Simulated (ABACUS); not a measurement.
# HPbNO4 (P1) in ABACUS: further runs

The runs below take HPbNO4 through band structure, equation of state, with PBE.

All numbers are computed with ABACUS 3.10.1; they aren't measurements. Logs are shortened: lines on timing, memory, paths and dates and some standing lists are left out, and cuts for length are marked.

## (1) Starting point

The typed cell holds 7 atoms: a = 4.204 Å, b = 4.339 Å, c = 6.729 Å, α = 71.95°, β = 72.29°, γ = 62.23°.

The cell was built by a generator and needn't be a form met in nature.

## (2) Band structure, PBE, spin-orbit coupling, no magnetisation

INPUT reads:

```
INPUT_PARAMETERS
suffix              HPbNO4
calculation         nscf
basis_type          lcao
pseudo_dir          ./
orbital_dir         ./
symmetry            -1
dft_functional      pbe
ecutwfc             100.0
pseudo_rcut         7
nspin               4
nbands              76
ks_solver           genelpa
smearing_method     fd
smearing_sigma      0.00367493
scf_thr             1e-07
scf_nmax            100
mixing_type         broyden
mixing_beta         0.4
noncolin            0
lspinorb            1
init_chg            file
out_band            1
```

STRU reads:

```
ATOMIC_SPECIES
H 1.0080 H.upf
Pb 207.2000 Pb.upf
N 14.0070 N.upf
O 15.9990 O.upf

NUMERICAL_ORBITAL
H_confined-atom_6au_2s1p.orb
Pb_confined-atom_8au_3s3p2d.orb
N_confined-atom_6au_2s2p1d.orb
O_confined-atom_6au_2s2p1d.orb

LATTICE_CONSTANT
1.8897261246

LATTICE_VECTORS
4.1992300000 0.1111700000 0.1681700000
1.9160000000 3.8913200000 0.1256800000
1.7608500000 1.2525900000 6.3726600000

ATOMIC_POSITIONS
Direct

H
0.0
1
0.8914500000 0.6820200000 0.6279600000 1 1 1

Pb
0.0
1
0.1442600000 0.9287200000 0.8835200000 1 1 1

N
0.0
1
0.2567000000 0.2886100000 0.3017100000 1 1 1

O
0.0
4
0.8310800000 0.6505600000 0.7840500000 1 1 1
0.3869400000 0.2238000000 0.1129500000 1 1 1
0.3110400000 0.0357600000 0.4585600000 1 1 1
0.0772600000 0.6063300000 0.3227500000 1 1 1
```

KPT reads:

```
K_POINTS
11
Line
0.00000000 0.00000000 0.50000000 6 // X
0.00000000 0.00000000 0.00000000 6 // G
0.50000000 0.00000000 0.00000000 1 // Y
0.50000000 0.00000000 0.50000000 6 // L
0.00000000 0.00000000 0.00000000 6 // G
0.00000000 0.50000000 0.00000000 1 // Z
0.00000000 0.50000000 0.50000000 6 // N
0.00000000 0.00000000 0.00000000 6 // G
0.50000000 0.50000000 0.00000000 1 // M
0.50000000 0.50000000 0.50000000 6 // R
0.00000000 0.00000000 0.00000000 1 // G
```

Potentials or basis: PseudoDojo NC FR 0.4 PBE stringent, DZP LCAO (the cutoffs set its grid).

Command:

```console
$ OMP_NUM_THREADS=1 mpirun -np 4 abacus > log
```

running log:

```text
ABACUS v3.10.1

               Atomic-orbital Based Ab-initio Computation at UStc

 ------------------------------------------------------------------------------------

 READING GENERAL INFORMATION
                           global_out_dir = OUT.HPbNO4/
                           global_in_card = INPUT
                               pseudo_dir = ./
                              orbital_dir = ./
                                    DSIZE = 4
                                    GSIZE = 1

 READING UNITCELL INFORMATION
                                    ntype = 4
                  lattice constant (Bohr) = 1.88973
              lattice constant (Angstrom) = 1

 READING ATOM TYPE 1
                               atom label = H
                      L=0, number of zeta = 2
                      L=1, number of zeta = 1
             number of atom for this type = 1
               magnetization of element 1 = [ 0, 0, 0 ]

 READING ATOM TYPE 2
                               atom label = Pb
                      L=0, number of zeta = 3
                      L=1, number of zeta = 3
                      L=2, number of zeta = 2
             number of atom for this type = 1
               magnetization of element 2 = [ 0, 0, 0 ]

 READING ATOM TYPE 3
                               atom label = N
                      L=0, number of zeta = 2
                      L=1, number of zeta = 2
                      L=2, number of zeta = 1
             number of atom for this type = 1
               magnetization of element 3 = [ 0, 0, 0 ]

 READING ATOM TYPE 4
                               atom label = O
                      L=0, number of zeta = 2
                      L=1, number of zeta = 2
                      L=2, number of zeta = 1
             number of atom for this type = 4
               magnetization of element 4 = [ 0, 0, 0 ]

                        TOTAL ATOM NUMBER = 7
DIRECT COORDINATES
    atom                   x                   y                   z     mag                  vx                  vy                  vz
taud_H1            0.8914500000        0.6820200000        0.6279600000  0.0000        0.0000000000        0.0000000000        0.0000000000
taud_Pb1            0.1442600000        0.9287200000        0.8835200000  0.0000        0.0000000000        0.0000000000        0.0000000000
taud_N1            0.2567000000        0.2886100000        0.3017100000  0.0000        0.0000000000        0.0000000000        0.0000000000
taud_O1            0.8310800000        0.6505600000        0.7840500000  0.0000        0.0000000000        0.0000000000        0.0000000000
taud_O2            0.3869400000        0.2238000000        0.1129500000  0.0000        0.0000000000        0.0000000000        0.0000000000
taud_O3            0.3110400000        0.0357600000        0.4585600000  0.0000        0.0000000000        0.0000000000        0.0000000000
taud_O4            0.0772600000        0.6063300000        0.3227500000  0.0000        0.0000000000        0.0000000000        0.0000000000

                          Volume (Bohr^3) = 684.215
                             Volume (A^3) = 101.39

 Lattice vectors: (Cartesian coordinate: in unit of a_0)
             +4.19923            +0.11117            +0.16817
               +1.916            +3.89132            +0.12568
             +1.76085            +1.25259            +6.37266
 Reciprocal vectors: (Cartesian coordinate: in unit of 2 pi/a_0)
            +0.243028           -0.118243          -0.0439102
[... 168 lines left out ...]
       minimum distributed K point number = 46

[... K-POINTS CARTESIAN COORDINATES: 46 rows ...]

[... K-POINTS DIRECT COORDINATES: 46 rows ...]

 SETUP PLANE WAVES FOR WAVE FUNCTIONS
     energy cutoff for wavefunc (unit:Ry) = 100
              fft grid for wave functions = [ 54, 54, 81 ]
                    number of plane waves = 13299
                         number of sticks = 505

 PARALLEL PW FOR WAVE FUNCTIONS
     PROC   COLUMNS(POT)             PW
        1            126           3325
        2            127           3324
        3            126           3325
        4            126           3325
 --------------- sum -------------------
        4            505          13299

 SET NONLOCAL PSEUDOPOTENTIAL PROJECTORS
 SET NONLOCAL PSEUDOPOTENTIAL PROJECTORS
 SET NONLOCAL PSEUDOPOTENTIAL PROJECTORS
 SET NONLOCAL PSEUDOPOTENTIAL PROJECTORS
 max number of nonlocal projetors among all species is 10

 -------------------------------------------
 NONSELF-CONSISTENT
 -------------------------------------------

 SETUP SEARCHING RADIUS FOR PROGRAM TO SEARCH ADJACENT ATOMS
                  longest orb rcut (Bohr) = 8
   longest nonlocal projector rcut (Bohr) = 1.54
                     search radius (Bohr) = 19.1
              searching radius is (Bohr)) = 19.1
         searching radius unit is (Bohr)) = 1.89
                         PeriodicBoundary = 1
                        Radius(unit:lat0) = 10.1
                                   glayer = [ 4, 4, 3 ]
                             glayer_minus = [ 3, 3, 2 ]

Find the coordinate range of the input atom(unit:lat0).
                                  min_tau = [ -19.8, -13.8, -12.8 ]
                                  max_tau = [ 28, 19.2, 19.4 ]
                                BoxNumber = [ 7, 7, 5 ]

 SETUP EXTENDED REAL SPACE GRID FOR GRID INTEGRATION
                          real space grid = [ 54, 54, 81 ]
                 big cell numbers in grid = [ 18, 18, 27 ]
             meshcell numbers in big cell = [ 3, 3, 3 ]
                        extended fft grid = [ 21, 21, 19 ]
                dimension of extened grid = [ 61, 61, 66 ]
                            UnitCellTotal = 75
              Atom number in sub-FFT-grid = 7
    Local orbitals number in sub-FFT-grid = 184
                                ParaV.nnr = 128512
                                 init_chg = file
 try to read charge from file
 Read in the charge density: OUT.HPbNO4//HPbNO4-CHARGE-DENSITY.restart

 LCAO ALGORITHM --------------- ION=   1  ELEC=   1--------------------------------
[... levels at 46 k points of this process ...]

total magnetism (Bohr mag/cell)	1.77340e-14	1.40318e-15	2.05691e-14
       absolute magnetism (Bohr mag/cell) = 1.38184e-13

 Density error is 0.00000000000
----------------------------------------------------------
     Energy           Rydberg                 eV
----------------------------------------------------------
 E_KohnSham     -573.6387410259      -7804.7554714984
 E_KS(sigma->0) -573.6387410259      -7804.7554714984
 E_Harris       -573.6387410259      -7804.7554714984
 E_band         -73.0973639742       -994.5406588294
 E_one_elec     -375.6837093839      -5111.4390933972
 E_Hartree      197.0086558658       2680.4402750961
 E_xc           -107.8694406815      -1467.6390333411
 E_Ewald        -287.0942468263      -3906.1176198563
 E_entropy(-TS) -0.0000000000        -0.0000000000
 E_descf        0.0000000000         0.0000000000
 E_exx          0.0000000000         0.0000000000
 E_Fermi        0.4079767341         5.5508082354
----------------------------------------------------------

 charge density convergence is achieved
 final etot is -7804.7554715 eV
 EFERMI = 5.5508082354 eV

 STATE ENERGY(eV) AND OCCUPATIONS    NSPIN == 4
 1/46 kpoint (Cartesian) = -0.0031583 -0.0010136 0.079532 (2877 pws)
       1       -134.202      0.0217391
       2       -134.202      0.0217391
       3       -91.3355      0.0217391
       4       -91.3355      0.0217391
       5       -69.9929      0.0217391
       6       -69.9929      0.0217391
[... 458 lines left out ...]
      75        17.6356        0.00000
      76        17.6514        0.00000

[... levels at 40 further k points ...]

 --------------------------------------------
 !FINAL_ETOT_IS -7804.755471498420 eV
 --------------------------------------------

 Output bands in file: OUT.HPbNO4/BANDS_1.dat
```

Run time: 3.6 s. Hardware: 4 MPI ranks of Intel Xeon Platinum 8488C (Sapphire Rapids), shared host; peak memory 0.72 GiB.

Results:

| Quantity | Value |
| --- | --- |
| Band gap along the path | 2.99 eV, direct |

Levels at the corners of the path, in eV from the Fermi level:
| point | band 48 | band 49 | band 50 | band 51 | band 52 | band 53 | band 54 | band 55 | band 56 | band 57 |
| --- | --- | --- | --- | --- | --- | --- | --- | --- | --- | --- |
| X | -2.82 | -2.61 | -2.61 | -2.17 | -2.17 | 2.04 | 2.04 | 2.33 | 2.33 | 4.02 |
| Γ | -2.91 | -2.68 | -2.68 | -1.99 | -1.99 | 2.22 | 2.22 | 2.55 | 2.55 | 4.21 |
| Y | -2.79 | -1.97 | -1.97 | -1.54 | -1.54 | 1.75 | 1.75 | 2.85 | 2.85 | 4.22 |
| L | -2.94 | -1.83 | -1.83 | -1.60 | -1.60 | 1.89 | 1.89 | 2.47 | 2.47 | 4.06 |
| Γ | -2.91 | -2.68 | -2.68 | -1.99 | -1.99 | 2.22 | 2.22 | 2.55 | 2.55 | 4.21 |
| Z | -2.71 | -1.92 | -1.92 | -1.39 | -1.39 | 1.60 | 1.60 | 2.44 | 2.44 | 3.98 |
| N | -2.73 | -1.71 | -1.71 | -1.51 | -1.51 | 1.62 | 1.62 | 2.29 | 2.29 | 4.27 |
| Γ | -2.91 | -2.68 | -2.68 | -1.99 | -1.99 | 2.22 | 2.22 | 2.55 | 2.55 | 4.21 |
| M | -2.96 | -1.87 | -1.87 | -1.64 | -1.64 | 1.86 | 1.86 | 2.49 | 2.49 | 4.14 |
| R | -2.85 | -2.04 | -2.04 | -1.55 | -1.55 | 1.68 | 1.68 | 2.91 | 2.91 | 4.29 |
| Γ | -2.91 | -2.68 | -2.68 | -1.99 | -1.99 | 2.22 | 2.22 | 2.55 | 2.55 | 4.21 |

Caveat: the atomic orbitals were generated for these runs and aren't a published set; the density is read from an earlier self-consistent run, whose mesh may be coarse; the basis of atomic orbitals isn't converged, which shifts pressures, moduli and gaps.

(Continued in part 2 of 2.)
